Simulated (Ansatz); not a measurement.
Molecular dynamics of Ge

input.yaml

```yaml
accuracy: low
crystal:
  lattice:
    - [0.0, 5.842705, 5.842705]
    - [5.842705, 0.0, 5.842705]
    - [5.842705, 5.842705, 0.0]
  atoms:
    - { symbol: Ge, position: [0.0, 0.0, 0.0] }
    - { symbol: Ge, position: [0.125, 0.125, 0.125] }
    - { symbol: Ge, position: [0.0, 0.0, 0.5] }
    - { symbol: Ge, position: [0.125, 0.125, 0.625] }
    - { symbol: Ge, position: [0.0, 0.5, 0.0] }
    - { symbol: Ge, position: [0.125, 0.625, 0.125] }
    - { symbol: Ge, position: [0.0, 0.5, 0.5] }
    - { symbol: Ge, position: [0.125, 0.625, 0.625] }
    - { symbol: Ge, position: [0.5, 0.0, 0.0] }
    - { symbol: Ge, position: [0.625, 0.125, 0.125] }
    - { symbol: Ge, position: [0.5, 0.0, 0.5] }
    - { symbol: Ge, position: [0.625, 0.125, 0.625] }
    - { symbol: Ge, position: [0.5, 0.5, 0.0] }
    - { symbol: Ge, position: [0.625, 0.625, 0.125] }
    - { symbol: Ge, position: [0.5, 0.5, 0.5] }
    - { symbol: Ge, position: [0.625, 0.625, 0.625] }
basis:
  ecutwfc: 420.0
kpoints:
  mp_grid: { grid: [2, 2, 2] }
hamiltonian:
  xc: pbe
  dispersion: d3bj
scf:
  occupations: { method: fermi_dirac, width: 0.36 }
  lower_state_search: "off"
md:
  timestep: 2.25
  n_steps: 60
  ensemble: nvt_langevin
  temperature: 4200.0
  initial_velocities: maxwell_boltzmann
  seed: 18484
  friction: 0.02
```

Launched with:

```bash
$ ansatz run input.yaml --threads 2 --pin off --max-ram 5120MiB --backend cpu --events-out ev --progress --plain --runs-dir out
```

It starts from a structure without forces on its atoms.

Output, in part (warnings, step lines):

```
WARN: dispersion: an atom stands within reach of a switch of its C6 between two reference coordination numbers of its element: through that C6 alone, e_disp changes by 0.025 eV or more while the distances to its neighbours run over a stretch of 0.05 Å that contains this geometry (sites counted from …
md step     0: t =     0.00 fs  T =  3937.5 K  F+E_penalty+E_count = -68723.03408138 eV  E_kin = 8.143380 eV  (7 SCF iters)
md step     1: t =     2.25 fs  T =  4221.4 K  F+E_penalty+E_count = -68722.98595260 eV  E_kin = 8.730455 eV  (7 SCF iters)
md step     2: t =     4.50 fs  T =  4591.3 K  F+E_penalty+E_count = -68722.83911999 eV  E_kin = 9.495500 eV  (7 SCF iters)
md step     3: t =     6.75 fs  T =  4102.6 K  F+E_penalty+E_count = -68722.59120093 eV  E_kin = 8.484782 eV  (7 SCF iters)
md step     4: t =     9.00 fs  T =  3589.2 K  F+E_penalty+E_count = -68722.26776332 eV  E_kin = 7.423134 eV  (7 SCF iters)
md step     5: t =    11.25 fs  T =  3619.5 K  F+E_penalty+E_count = -68721.87212056 eV  E_kin = 7.485619 eV  (6 SCF iters)
md step     6: t =    13.50 fs  T =  3134.9 K  F+E_penalty+E_count = -68721.40321088 eV  E_kin = 6.483504 eV  (5 SCF iters)
md step     7: t =    15.75 fs  T =  2850.7 K  F+E_penalty+E_count = -68720.89548150 eV  E_kin = 5.895656 eV  (6 SCF iters)
[... lines left out ...]
md step    59: t =   132.75 fs  T =  3287.1 K  F+E_penalty+E_count = -68716.95107858 eV  E_kin = 6.798323 eV  (5 SCF iters)
md step    60: t =   135.00 fs  T =  3333.4 K  F+E_penalty+E_count = -68716.88087824 eV  E_kin = 6.893915 eV  (7 SCF iters)
```

The steps, from the saved trajectory:

```tsv
time (fs)	T (K)	potential energy less start (eV)
0.0	3938	0.000
4.5	4591	0.195
9.0	3589	0.766
13.5	3135	1.631
18.0	2604	2.653
22.5	2516	3.652
27.0	2021	4.345
31.5	2321	4.449
36.0	2813	4.145
40.5	3362	3.816
45.0	3005	3.698
49.5	3341	3.910
54.0	3206	4.278
58.5	2300	4.792
63.0	1793	5.092
67.5	2458	5.084
72.0	2353	4.825
76.5	2634	4.524
81.0	3130	4.148
85.5	3985	3.879
90.0	4324	3.830
94.5	4028	3.958
99.0	4010	4.161
103.5	4019	4.462
108.0	3559	4.924
112.5	3222	5.295
117.0	3781	5.454
121.5	4018	5.632
126.0	3775	5.918
130.5	3913	6.036
135.0	3333	6.153
```

All steps were run. The mean temperature of the second half is 15 % below the set value. A run of 0.14 ps of so small a system gives no equilibrium averages. Limits of this set-up: coarse k mesh, low accuracy level.

Mean squared displacements from the first frame to the last, about the centre of mass: Ge 0.21 Å².

Last frame:

```xyz
16
Lattice="0.0000 5.8427 5.8427 5.8427 0.0000 5.8427 5.8427 5.8427 0.0000" Properties=species:S:1:pos:R:3
Ge -0.081 -0.190 0.152
Ge 1.215 1.170 1.428
Ge 2.707 2.930 -0.377
Ge 4.474 3.805 1.302
Ge 2.982 0.204 2.520
Ge 4.195 0.987 4.479
Ge 6.084 3.139 3.046
Ge 7.209 4.446 4.084
Ge -0.592 3.355 2.957
Ge 0.957 4.192 4.690
Ge 2.582 5.237 2.854
Ge 3.991 7.369 4.005
Ge 2.686 3.174 6.352
Ge 4.380 4.502 7.167
Ge 5.669 6.208 5.692
Ge 7.235 7.085 7.653
```

The run took 14 min on 2 threads of Arm Neoverse V2, on a shared host, peak memory 1.3 GiB.
